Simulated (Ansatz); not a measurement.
# C₂HBF₂: ionisation energy by level of theory

An exercise on one series of results from a longer session: the logs are not shown, and one member is left open.

Method: unrestricted cation, the program's frozen cores in correlated methods; program: Ansatz 0.2.0, Gaussian basis.

Levels to be run: UKS PBE-D4/def2-TZVPP; UKS r2SCAN-D4/def2-TZVPP; UKS PBE0-D4/def2-TZVPP; UKS B3LYP-D4/def2-TZVPP; UKS wB97X-V/def2-TZVPP; UKS wB97M-V/def2-TZVPP; UKS B2PLYP/def2-TZVPP; UHF-CCSD(T)/def2-TZVPP; UHF-MP2/def2-QZVPP; extrapolation to the limit; then −ε(HOMO) from the neutral's earlier runs with LDA (SPW92), PBE-D4, revPBE-D4, BLYP-D4, r2SCAN-D4, B97M-V, PBE0-D4, B3LYP-D4, r2SCANh-D4, r2SCAN0-D4, HSE06-D4, BHLYP-D4, CAM-B3LYP-D4, LC-ωPBE, ωB97X-V, ωB97M-V.

## The geometry

The geometry comes from an earlier relaxation with PBE0-D4 in a triple-zeta def2 set; it is a stationary point.

SMILES `C#CB(F)F`, 6 atoms, charge 0, spin multiplicity 1.

Atoms are counted from 1 here; the program's logs count them from 0.

Bond lengths: C1–C2 1.203 Å, C1–H6 1.066 Å, C2–B3 1.521 Å, B3–F4 1.316 Å, B3–F5 1.316 Å. Angles: C2–C1–H6 180.0°, C1–C2–B3 180.0°, C2–B3–F4 121.1°, C2–B3–F5 121.1°, F4–B3–F5 117.8°.

The first run:

in.yaml reads:

```yaml
crystal:
  periodic: [false, false, false]
  atoms:
    - {symbol: C, position_ang: [-0.883678, 0.450763, 1.253421]}
    - {symbol: C, position_ang: [-0.218556, 0.106180, 0.311664]}
    - {symbol: B, position_ang: [0.621960, -0.329248, -0.878437]}
    - {symbol: F, position_ang: [0.153556, -1.179465, -1.766622]}
    - {symbol: F, position_ang: [1.841708, 0.131734, -1.054086]}
    - {symbol: H, position_ang: [-1.472990, 0.756036, 2.087861]}
basis:
  gaussian: {orbitals: def2-TZVPP}
total_charge: 1
magnetization: {spin_polarized: true, initial_magnetization: 1}
hamiltonian: {xc: pbe, dispersion: d4}
```

Among the steps run: Cation, UKS PBE-D4/def2-TZVPP; Cation, UKS r2SCAN-D4/def2-TZVPP; Cation, UKS PBE0-D4/def2-TZVPP; Cation, UKS B3LYP-D4/def2-TZVPP; Cation, UKS wB97X-V/def2-TZVPP; Cation, UKS wB97M-V/def2-TZVPP; Cation, UKS B2PLYP (frozen core)/def2-TZVPP; Cation, UHF-CCSD(T)/def2-TZVPP; Cation, UHF-MP2/def2-QZVPP.

One of the session's tables, all rows but one given; the rest of the session is left out.

Orbital estimates, from the neutral's runs:

| functional | −ε(HOMO) (eV) |
| --- | --- |
| LDA (SPW92) | 7.83 |
| PBE-D4 | 7.61 |
| revPBE-D4 | 7.54 |
| BLYP-D4 | 7.45 |
| r2SCAN-D4 | ? |
| B97M-V | 7.86 |
| PBE0-D4 | 8.92 |
| B3LYP-D4 | 8.66 |
| r2SCANh-D4 | 8.36 |
| r2SCAN0-D4 | 9.09 |
| HSE06-D4 | 8.51 |
| BHLYP-D4 | 10.04 |
| CAM-B3LYP-D4 | 10.31 |
| LC-ωPBE | 11.78 |
| ωB97X-V | 11.33 |
| ωB97M-V | 11.20 |

Estimate the missing values for r2SCAN-D4.

Worked estimate for «−ε(HOMO) (eV)». Against the share of exact exchange, r2SCANh-D4 (0.1, 8.36), r2SCAN0-D4 (0.25, 9.09) give a slope of 4.87 per unit share; at 0 the line stands at 7.87.

The run gave: −ε(HOMO) (eV): 7.88. In «−ε(HOMO) (eV)» the line misses by -0.01.

Caveats from the session: The cation may have settled in a state other than its lowest; no search over hole states beyond the program's own was made.
